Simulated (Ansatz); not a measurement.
# MgO: the cost of one run

Program: Ansatz 0.2.0. Level of theory: DFT PBEsol, frozen-core PAW, scalar-relativistic unless said. These are calculated values, not measurements.

The COD entry's cell or inner coordinates are ideal or old and differ from later refinements, so a difference from it is no clean test against experiment.

**1. Starting point**

The structure is cubic, space group Fm-3m (No. 225). Conventional cell: a = 4.217 Å, b = 4.217 Å, c = 4.217 Å, α = 90.00°, β = 90.00°, γ = 90.00°. Around Mg (site symmetry m-3m) lie 6 O at 2.11 Å. O (site symmetry m-3m) is surrounded by 6 Mg at 2.11 Å.

As a file:

```
Mg O
1.0
     0.00000    2.10850    2.10850
     2.10850    0.00000    2.10850
     2.10850    2.10850    0.00000
Mg O
1 1
Cartesian
  0.0000 0.0000 0.0000
  2.1085 2.1085 2.1085
```

Cartesian axes are those of the input's lattice vectors. The structure goes back to a database entry.

**2. Cell and atoms relaxed, PAW**

input.yaml

```yaml
crystal:
  lattice:
    - [0.0, 2.1085, 2.1085]
    - [2.1085, 0.0, 2.1085]
    - [2.1085, 2.1085, 0.0]
  atoms:
    - { symbol: Mg, position: [0.0, 0.0, 0.0] }
    - { symbol: O, position: [0.5, 0.5, 0.5] }
kpoints:
  mp_grid: { grid: [16, 16, 16] }
scf:
  occupations: { method: fermi_dirac, width: 0.1 }
hamiltonian:
  xc: pbesol
  pseudopotentials: { kind: paw }
relax:
  f_tol: 0.002
  max_steps: 80
  cell: {}
output:
  forces: true
  stress: true
```

Run with:

```
> ansatz run input.yaml --threads 1 --pin off --max-ram 3072MiB --backend cpu --events-out ev --progress --plain --runs-dir out
```

What time and memory should one allow on 1 thread of Arm Neoverse V1, shared host?

About 7.4 s, with a peak of 0.3 GiB.
